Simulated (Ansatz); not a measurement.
# LuNO: the cost of one run

Method: DFT PBE, scalar-relativistic, plane waves, PAW, in Ansatz 0.2.0.

## (1) Starting point

It takes space group P-6m2 (No. 187, hexagonal). The conventional cell has a = 3.804 Å, b = 3.804 Å, c = 4.193 Å, α = 90.00°, β = 90.00°, γ = 120.00°. Lu (site symmetry -6m2) has 3 O at 2.20 Å and 6 N at 3.04 Å as nearest neighbours. Around N (site symmetry -6m2) lie 6 O at 3.04 Å and 6 Lu at 3.04 Å. Around O (site symmetry -6m2) lie 3 Lu at 2.20 Å.

Coordinates:

```
Lu N O
1.0
     3.80358    0.00000    0.00000
    -1.90179    3.29400    0.00000
     0.00000    0.00000    4.19308
Lu N O
1 1 1
Direct
  0.00000 0.00000 0.50000
  0.66667 0.33333 0.00000
  0.33333 0.66667 0.50000
```

A structure generator made this guess: species swapped into a database cell of BaAlSn (P-6m2, No. 187), with N on the Ba sites, Lu on the Al sites and O on the Sn sites. Its size is a rough estimate.

## (2) Probe: one point on a coarse mesh

File input.yaml:

```yaml
crystal:
  lattice:
    - [3.80358114, 0.0, 0.0]
    - [-1.90179057, 3.29399789, 0.0]
    - [0.0, 0.0, 4.19308235]
  atoms:
    - { symbol: Lu, position: [0.0, 0.0, 0.5] }
    - { symbol: "N", position: [0.66666667, 0.33333333, 0.0] }
    - { symbol: O, position: [0.33333333, 0.66666667, 0.5] }
basis:
  ecutwfc: 420
kpoints:
  mp_grid: { grid: [6, 6, 4] }
hamiltonian:
  xc: pbe
scf:
  occupations: { method: gaussian, width: 0.1 }
  lower_state_search: "off"
output:
  forces: true
  stress: true
  eigenvalues: true
```

Run with:

```bash
> ansatz run input.yaml --threads 1 --pin off --max-ram 2560MiB --backend cpu --events-out ev --progress --plain --runs-dir out
```

**Question.** How long does this run take on 1 thread of AMD EPYC 7R43 (Zen 3), shared host, and how much memory does it need?

About 4 s, with a peak of 0.38 GiB.
